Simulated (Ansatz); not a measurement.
This was printed by a script on the Python package of Ansatz (0.2.0), for a single point in a Gaussian basis of CH₅BGeTe, SMILES [TeH][CH]1[BH][GeH2]1. What did the script look like? Use: PBE0, def2-SVPD basis, multiplicity 1.

```xyz
9

Te   -1.8800    1.0081    0.6230
C    -0.3688    0.1117   -0.5130
B     1.0210    0.4692    0.0192
Ge    0.2655   -1.4683    0.2477
H    -1.6056    2.5508   -0.2094
H    -0.4383    0.1203   -1.6203
H     1.9619    1.2373    0.2062
H     1.1281   -2.4109   -0.5890
H     0.0047   -1.6643    1.8184
```

```console
$ python energy_ch5bgete.py
crystal:
  periodic: [false, false, false]
  atoms:
    - { symbol: Te, position_ang: [-1.88, 1.0081, 0.623] }
    - { symbol: C, position_ang: [-0.3688, 0.1117, -0.513] }
    - { symbol: B, position_ang: [1.021, 0.4692, 0.0192] }
    - { symbol: Ge, position_ang: [0.2655, -1.4683, 0.2477] }
    - { symbol: H, position_ang: [-1.6056, 2.5508, -0.2094] }
    - { symbol: H, position_ang: [-0.4383, 0.1203, -1.6203] }
    - { symbol: H, position_ang: [1.9619, 1.2373, 0.2062] }
    - { symbol: H, position_ang: [1.1281, -2.4109, -0.589] }
    - { symbol: H, position_ang: [0.0047, -1.6643, 1.8184] }
basis:
  gaussian:
    orbitals: def2-SVPD
hamiltonian:
  xc: pbe0

pass   1  E = -65578.641799 eV  gradient 5.0e+01
pass   2  E = -65563.423596 eV  gradient 8.2e+01
pass   3  E = -65585.004943 eV  gradient 6.5e+00
pass   4  E = -65585.126592 eV  gradient 3.7e+00
pass   5  E = -65585.154923 eV  gradient 6.4e-01
pass   6  E = -65585.154799 eV  gradient 1.3e-01
pass   7  E = -65585.155041 eV  gradient 1.3e-01
pass   8  E = -65585.155097 eV  gradient 4.3e-02
pass   9  E = -65585.442229 eV  gradient 2.0e-01
pass  10  E = -65585.442272 eV  gradient 7.9e-02
pass  11  E = -65585.442288 eV  gradient 4.3e-02
pass  12  E = -65585.442293 eV  gradient 8.8e-03
pass  13  E = -65585.442294 eV  gradient 1.5e-03
pass  14  E = -65585.442294 eV  gradient 4.4e-04
pass  15  E = -65585.442294 eV  gradient 4.4e-04
pass  16  E = -65585.442294 eV  gradient 1.7e-04
pass  17  E = -65585.442294 eV  gradient 4.6e-05
pass  18  E = -65585.442294 eV  gradient 4.6e-05
converged              True
free_energy_ev         -65585.44234403048
reference_energy_ev    -65585.44234403048
n_frozen               0
n_occupied             [36, 36]
n_virtual              [117, 117]
<S^2> = 0.0  relativity: none
passes: {'evaluations': 16, 'products': 13}
occupied orbitals by irrep: [{'A': 36}, {'A': 36}]
```

One script that gives this output:

`energy_ch5bgete.py`
```python
# -*- coding: utf-8 -*-
"""Single point of CH5BGeTe in a Gaussian basis."""

import ansatz as az

geometry = (
    az.Crystal.molecule()
    .atom("Te", (-1.88, 1.0081, 0.623))
    .atom("C", (-0.3688, 0.1117, -0.513))
    .atom("B", (1.021, 0.4692, 0.0192))
    .atom("Ge", (0.2655, -1.4683, 0.2477))
    .atom("H", (-1.6056, 2.5508, -0.2094))
    .atom("H", (-0.4383, 0.1203, -1.6203))
    .atom("H", (1.9619, 1.2373, 0.2062))
    .atom("H", (1.1281, -2.4109, -0.589))
    .atom("H", (0.0047, -1.6643, 1.8184))
)

calc = (
    geometry.calculation()
    .basis(gaussian="def2-SVPD")
    .functional("pbe0")
)
print(calc.to_yaml())
trace = []
result = calc.session().plan().execute(on_event=trace.append)
data = result.report
for event in trace:
    if event["event"] == "mean_field_evaluation" and event["data"]["evaluation"] <= 25:
        print("pass {evaluation:3d}  E = {energy_ev:.6f} eV  gradient {gradient_ev:.1e}".format(**event["data"]))

for key in ("converged", "free_energy_ev", "reference_energy_ev", "n_frozen", "n_occupied", "n_virtual"):
    print(f"{key:22s} {data[key]}")

field = data["mean_field"]
print("<S^2> =", round(abs(field["state"]["spin_squared"]), 4), " relativity:", field["relativity"])
print("passes:", field["passes"])
if "symmetry" in field:
    print("occupied orbitals by irrep:", field["symmetry"]["occupied"])
```

Total energies depend on the basis set; only differences at equal settings carry meaning. The geometry is a force-field or estimated start, not a minimum of this method, and the basis set is short of its limit. def2 sets replace the cores of elements past krypton by effective core potentials. Early passes use coarser integrals and grids, so their energies can't be compared with the last. Wall time of the script: 9 s on 1 thread of Arm Neoverse V2 (shared host), peak memory 0.42 GiB.

(A comment or docstring line of the script was reworded after the run, the code is as it ran; lines on the test bed's own set-up are left out of the output.)
